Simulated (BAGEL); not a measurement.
# A workflow on AlI (SMILES [Al][I])

Aim: the energy (singlet AlI, HF/x2c-SVPall-2c), then a geometry optimisation (doublet AlI−, CASSCF(3,3)/x2c-SVPall-2c) of AlI. 

The results are computed with BAGEL 1.2.2.

1 further run of the same task is left out (set aside as unsound or not needed).

## (1) The molecule

The species is AlI (2 atoms), meant as a singlet with charge 0. SMILES: `[Al][I]`. All atoms were displaced at random from a relaxed shape.

Bond lengths: Al1–I2 2.497 Å.

## (2) A single-point energy at HF/x2c-SVPall-2c (DKH2, density fitting with AutoAux) (run 1)

File calc.json:

```json
{ "bagel" : [

{
  "title" : "molecule",
  "basis" : "x2c-svpall-2c.json",
  "df_basis" : "x2c-svpall-2c-autoaux.json",
  "angstrom" : true,
  "dkh" : true,
  "geometry" : [
    { "atom" : "Al", "xyz" : [       0.034927,       0.008384,      -0.011147 ] },
    { "atom" : "I", "xyz" : [       0.026077,       0.044191,       2.485444 ] }
  ]
},

{ "title" : "hf" },

{ "title" : "print", "file" : "orbitals.molden", "orbitals" : true }

]}
```

The basis set x2c-SVPall-2c is read from a file made from the Basis Set Exchange's data (not shown).

Launch:

```bash
$ BAGEL_NUM_THREADS=1 BAGEL calc.json > calc.out
```

The log of the run:

```text
* using 1 threads per process

  ===============================================================
  ===============================================================

  *** Geometry ***

  { "atom" : "Al", "xyz" : [      0.066002,      0.015843,     -0.021065 ] },
  { "atom" : "I", "xyz" : [      0.049278,      0.083509,      4.696808 ] },

  Number of auxiliary basis functions:      534

  Since a DF basis is specified, we compute 2- and 3-index integrals:
    o Being stored without compression. Storage requirement is 0.022 GB

  Number of basis functions:       71
  Number of electrons      :       66

    * METHOD: MOLECULE                             0.29

  *** RHF ***

  === Nuclear Repulsion ===
   146.0244444833

      * DIIS with orbital gradients will be used.

  === RHF iteration (x2c-svpall-2c.json) ===
      0      -7352.00998087          0.01764784           0.09
      1      -7352.07382957          0.00440548           0.08
      2      -7352.08238803          0.00060236           0.09
      3      -7352.08275550          0.00014051           0.08
      4      -7352.08281196          0.00004509           0.09
      5      -7352.08281603          0.00001326           0.09
      6      -7352.08281640          0.00000404           0.08
      7      -7352.08281643          0.00000060           0.08
      8      -7352.08281643          0.00000015           0.09
      9      -7352.08281643          0.00000002           0.09
     10      -7352.08281643          0.00000001           0.09
    * SCF iteration converged.

    * Permanent dipole moment:
           (   -0.001991,     0.008056,     0.561685) a.u.

    * METHOD: HF                                   1.48

    * METHOD: PRINT                                0.01

  ===============================================================
```

Wall time 1.9 s (1 thread of Arm Neoverse V1, shared host).

## (3) The doublet anion: a structure relaxation at CASSCF(3,3)/x2c-SVPall-2c (DKH2, density fitting with AutoAux, 2 states averaged) (run 2)

File casscf.json:

```json
{ "bagel" : [

{
  "title" : "molecule",
  "basis" : "x2c-svpall-2c.json",
  "df_basis" : "x2c-svpall-2c-autoaux.json",
  "angstrom" : "true",
  "dkh" : "true",
  "geometry" : [
    { "atom" : "Al", "xyz" : [    0.034927,    0.008384,   -0.011147 ] },
    { "atom" : "I", "xyz" : [    0.026077,    0.044191,    2.485444 ] }
  ]
},
{ "title" : "hf" },
{
  "title" : "optimize",
  "internal" : "false",
  "maxiter" : 40,
  "method" : [
    {
      "title" : "casscf",
      "nstate" : 2,
      "nact" : 3,
      "nclosed" : 32,
      "charge" : -1,
      "nspin" : 1,
      "active" : [30, 34, 36],
      "maxiter" : 200,
      "natocc" : "true"
    }
  ]
}

]}
```

The basis set x2c-SVPall-2c is read from a file made from the Basis Set Exchange's data (not shown).

Launch:

```bash
$ BAGEL_NUM_THREADS=1 BAGEL casscf.json > casscf.out
```

The log of the run:

```text
* using 1 threads per process

  ===============================================================
  ===============================================================

  *** Geometry ***

  { "atom" : "Al", "xyz" : [      0.066002,      0.015843,     -0.021065 ] },
  { "atom" : "I", "xyz" : [      0.049278,      0.083509,      4.696808 ] },

  Number of auxiliary basis functions:      534

  Since a DF basis is specified, we compute 2- and 3-index integrals:
    o Being stored without compression. Storage requirement is 0.022 GB

  Number of basis functions:       71
  Number of electrons      :       66

    * METHOD: MOLECULE                             0.29

  *** RHF ***

  === Nuclear Repulsion ===
   146.0244444833

      * DIIS with orbital gradients will be used.

  === RHF iteration (x2c-svpall-2c.json) ===
      0      -7352.00998087          0.01764784           0.09
      1      -7352.07382957          0.00440548           0.08
      2      -7352.08238803          0.00060236           0.09
      3      -7352.08275550          0.00014051           0.09
      4      -7352.08281196          0.00004509           0.09
      5      -7352.08281603          0.00001326           0.09
      6      -7352.08281640          0.00000404           0.09
      7      -7352.08281643          0.00000060           0.08
      8      -7352.08281643          0.00000015           0.08
      9      -7352.08281643          0.00000002           0.08
     10      -7352.08281643          0.00000001           0.08
    * SCF iteration converged.

    * Permanent dipole moment:
           (   -0.001991,     0.008056,     0.561685) a.u.

    * METHOD: HF                                   1.47

    * Use approximate Hessian for optimization
  ---------------------------
      CASSCF calculation
  ---------------------------

    ==== Active orbitals : =====
         Orbital 30
         Orbital 34
         Orbital 36
    ============================

    * nstate   :      2
    * nclosed  :     32
    * nact     :      3
    * nvirt    :     36
  === CASSCF iteration (x2c-svpall-2c.json) ===

    * Using the second-order algorithm

      0  0     -7352.05281023     7.07e-03      0.03
      0  1     -7351.95682628     0.00e+00      0.03

      1  0     -7352.06656045     3.35e-04      0.42
      1  1     -7351.96964420     0.00e+00      0.42

      2  0     -7352.07011196     6.09e-04      0.34
      2  1     -7351.98179803     0.00e+00      0.34

      3  0     -7352.07040512     9.90e-05      0.38
      3  1     -7351.98230792     0.00e+00      0.38

      4  0     -7352.07047614     2.41e-05      0.39
      4  1     -7351.98227001     0.00e+00      0.39

      5  0     -7352.07049617     5.91e-06      0.39
      5  1     -7351.98225197     0.00e+00      0.39

      6  0     -7352.07050122     1.45e-06      0.40
      6  1     -7351.98224704     0.00e+00      0.40

      7  0     -7352.07050247     3.57e-07      0.38
      7  1     -7351.98224580     0.00e+00      0.38

      8  0     -7352.07050278     8.76e-08      0.37
      8  1     -7351.98224549     0.00e+00      0.37

      9  0     -7352.07050285     2.15e-08      0.37
      9  1     -7351.98224542     0.00e+00      0.37

     10  0     -7352.07050287     5.30e-09      0.34
     10  1     -7351.98224540     0.00e+00      0.34

    * Second-order optimization converged. *

     guess   0:   closed 1..                  open .1.
     guess   1:   closed 1..                  open ..1

  === FCI iteration ===

      0  0     -7352.06424304     1.69e-02      0.00
      0  1     -7351.96399666     1.99e-02      0.00

      1  0     -7352.07048834     7.90e-04      0.00
      1  1     -7351.98075937     4.90e-03      0.00

      2  0     -7352.07050276     5.98e-05      0.00
      2  1     -7351.98224539     1.08e-05      0.00

      3  0 *   -7352.07050287     6.70e-16      0.00
      3  1 *   -7351.98224540     4.76e-16      0.00

     * ci vector, state   0, <S^2> = 0.7500
       2a.    -0.9916445820
       .a2    -0.0921207603
       aba    -0.0732996921

     * ci vector, state   1, <S^2> = 0.7500
       2.a     0.9229167307
       a2.     0.3313122545
       .2a    -0.1799016080
       a.2    -0.0780532490
    * Permanent dipole moment: Unrelaxed
           (    0.008702,    -0.035210,    -2.454978) a.u.

  === CASSCF Z-vector iteration ===

         0      0.0002216768     0.0007794479      0.22
         1      0.0000676866     0.0009146234      0.21
         2      0.0000239610     0.0008388082      0.21
         3      0.0000164228     0.0006799302      0.21
         4      0.0000167525     0.0002628685      0.21
         5      0.0000077794     0.0001254168      0.21
         6      0.0000041214     0.0000383294      0.21
         7      0.0000016682     0.0000132279      0.21
         8      0.0000006042     0.0000075582      0.21
         9      0.0000002019     0.0000028963      0.21
        10      0.0000000593     0.0000005202      0.21
        11      0.0000000222     0.0000001343      0.20
        12      0.0000000051     0.0000000350      0.21
        13      0.0000000012     0.0000000079      0.21
    * Permanent dipole moment: Relaxed
           (    0.008607,    -0.034825,    -2.428091) a.u.

  * Nuclear energy gradient

    o Atom   0
        x         -0.0001486826
        y          0.0006015882
        z          0.0419438844
    o Atom   1
        x          0.0001486827
        y         -0.0006015883
        z         -0.0419438845
  * Gradient computed with                              5.72

  === Convergence status ===

                         Maximum     Tolerance   Converged?
  * Gradient            0.041944      0.000010           No
  * Displacement        0.041797      0.000040           No
  * Energy change   -7352.070503      0.000001           No

  *** Geometry optimization started ***
     iter         energy               grad rms       time

      1      -7352.07050287          0.02421896        9.85
      2      -7352.07768123          0.01984944        6.69
      3      -7352.08095225          0.00594840        9.31
      4      -7352.08614814          0.00229340        6.70
      5      -7352.08233606          0.00099117        9.11
      6      -7352.08637690          0.00053047        6.64
      7      -7352.08238769          0.00030155        9.56
      8      -7352.08638962          0.00030047        6.74
      9      -7352.08238990          0.00023815        9.51
     10      -7352.08639003          0.00026334        6.85
     11      -7352.08238995          0.00022496        9.35
     12      -7352.08638972          0.00025498        6.66
     13      -7352.08239079          0.00022181        9.63
     14      -7352.08639126          0.00025295        6.69
     15      -7352.08238958          0.00022104        9.36
     16      -7352.08638971          0.00025245        6.64
     17      -7352.08239037          0.00022085       10.16
     18      -7352.08639049          0.00025233        6.74
     19      -7352.08238992          0.00022080        9.51
     20      -7352.08639009          0.00025229        6.67
     21      -7352.08239010          0.00022079        9.24
     22      -7352.08639093          0.00025229        6.59
     23      -7352.08238976          0.00022079        9.31
     24      -7352.08639034          0.00025228        6.63
     25      -7352.08239043          0.00022078        9.43
     26      -7352.08639002          0.00025229        6.61
     27      -7352.08239019          0.00022078        9.38
     28      -7352.08639099          0.00025228        6.65
     29      -7352.08239037          0.00022079        9.27
     30      -7352.08639026          0.00025228        6.57
     31      -7352.08238899          0.00022078        9.38
     32      -7352.08639025          0.00025228        6.66
     33      -7352.08238902          0.00022078        9.38
     34      -7352.08639024          0.00025228        6.60
     35      -7352.08238998          0.00022078        9.34
     36      -7352.08638981          0.00025228        6.58
     37      -7352.08239015          0.00022079        9.31
     38      -7352.08639052          0.00025228        6.53
     39      -7352.08238996          0.00022078        9.29

  *** Geometry ***

  { "atom" : "Al", "xyz" : [      0.068098,      0.007366,     -0.612150 ] },
  { "atom" : "I", "xyz" : [      0.048764,      0.085588,      4.841792 ] },

    * METHOD: OPTIMIZE                           315.10

  ===============================================================
```

Wall time 5.3 min (1 thread of Arm Neoverse V1, shared host); peak memory 0.26 GiB.

No converged result was reached.

## (4) Results

| quantity | value |
| --- | --- |
| run 1, HF/x2c-SVPall-2c: total energy | -7352.08282 Eh |
| run 1, HF/x2c-SVPall-2c: dipole moment | 1.43 D |
| run 1, HF/x2c-SVPall-2c: HOMO energy | -8.53 eV |
| run 1, HF/x2c-SVPall-2c: LUMO energy | 0.88 eV |
| run 1, HF/x2c-SVPall-2c: HOMO–LUMO gap | 9.41 eV |
| doublet anion | no result (not converged) |

In words: 1 of the 2 runs did not end normally.
